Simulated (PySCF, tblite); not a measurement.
**C₇H₇F: geometry, infrared bands and NMR shifts**

Aim: predict the infrared bands and NMR shifts of C₇H₇F (`F[C@H]1[C@H]2C=C[C@@H]1C=C2`).

Computed with tblite 0.8.0 and PySCF 2.14.0, with density-fitted response routines of our own, on a single molecule in the gas phase. Atoms are numbered from 0 throughout.

## Step 1: Starting geometry

15 atoms, charge 0, multiplicity 1; geometry from: force field or distance geometry start.

Bonds of the start (Å): F0–C1 1.37, C1–C2 1.52, C2–C3 1.52, C3–C4 1.36, C4–C5 1.52, C5–C6 1.52, C6–C7 1.35, C5–C1 1.54, C7–C2 1.52, C1–H8 1.10, C2–H9 1.10, C3–H10 1.07, C4–H11 1.08, C5–H12 1.09, C6–H13 1.08, C7–H14 1.09.

## Step 2: Optimising the geometry with GFN2-xTB

The job: settings as JSON, then the geometry in Å.

```
{"job": {"kind": "relax", "xc": "GFN2-xTB", "basis": "xTB"}, "charge": 0, "multiplicity": 1}
F      1.103700     0.408900     1.975800
C      0.062200    -0.062800     1.228300
C     -0.505200     0.970400     0.270100
C      0.713900     1.197500    -0.615700
C      1.339600    -0.002900    -0.698400
C      0.518200    -1.000800     0.100700
C     -0.831800    -1.152100    -0.581200
C     -1.453300     0.042500    -0.474400
H     -0.666500    -0.515100     1.919400
H     -0.941500     1.855100     0.748800
H      0.997800     2.115100    -1.079900
H      2.227300    -0.226900    -1.270400
H      1.032500    -1.899900     0.443300
H     -1.181100    -2.036800    -1.093600
H     -2.420100     0.315800    -0.894800
```

The run is started by

```sh
> OMP_NUM_THREADS=1 python probes_run.py task.json out
```

This one command runs all jobs of the session in turn.

**Question.** This job is followed by: GFN2-xTB harmonic vibrations, gas phase; GIAO PBE0/pcSseg-1 NMR shielding, non-relativistic, gas phase. What will the session give for the following? strongest single infrared mode (GFN2-xTB); zero-point energy (GFN2-xTB); ¹³C shifts against TMS (PBE0/pcSseg-1, means over atoms taken as alike); ¹H shifts against TMS (PBE0/pcSseg-1, means over atoms taken as alike); ¹⁹F shifts against CFCl3 (PBE0/pcSseg-1); surface potential, 1st and 99th percentile.

**Answer**, as computed:

```
                                                               quantity                          value
                              strongest single infrared mode (GFN2-xTB)           1078 cm⁻¹, 89 km/mol
                                           zero-point energy (GFN2-xTB)                  74.1 kcal/mol
¹³C shifts against TMS (PBE0/pcSseg-1, means over atoms taken as alike)  149.3, 147.7, 119.0, 57.6 ppm
 ¹H shifts against TMS (PBE0/pcSseg-1, means over atoms taken as alike)     7.01, 6.98, 4.78, 3.50 ppm
                               ¹⁹F shifts against CFCl3 (PBE0/pcSseg-1)                     -180.5 ppm
                                  surface potential, 1st and 99th percentile             -1.27 V and 0.90 V
```

Relaxing lowered the energy by 0.104 eV in 22 steps; the close pair that moved most is C3–C4, from 1.356 to 1.324 Å. All 39 modes are real, so the xTB geometry is a minimum. The strongest single mode, at 1078 cm⁻¹, is carried by C1, F0, H13, H14. Unscaled tight-binding wavenumbers are off by several per cent, some by more. Its intensities can rank the bands wrongly. At PBE0/pcSseg-1, counted by nearest atom on the grid, the HOMO lies on C3, C4 about 25 % each; C6, C7 about 17 % each, the LUMO on 4 C atoms about 16 % each.
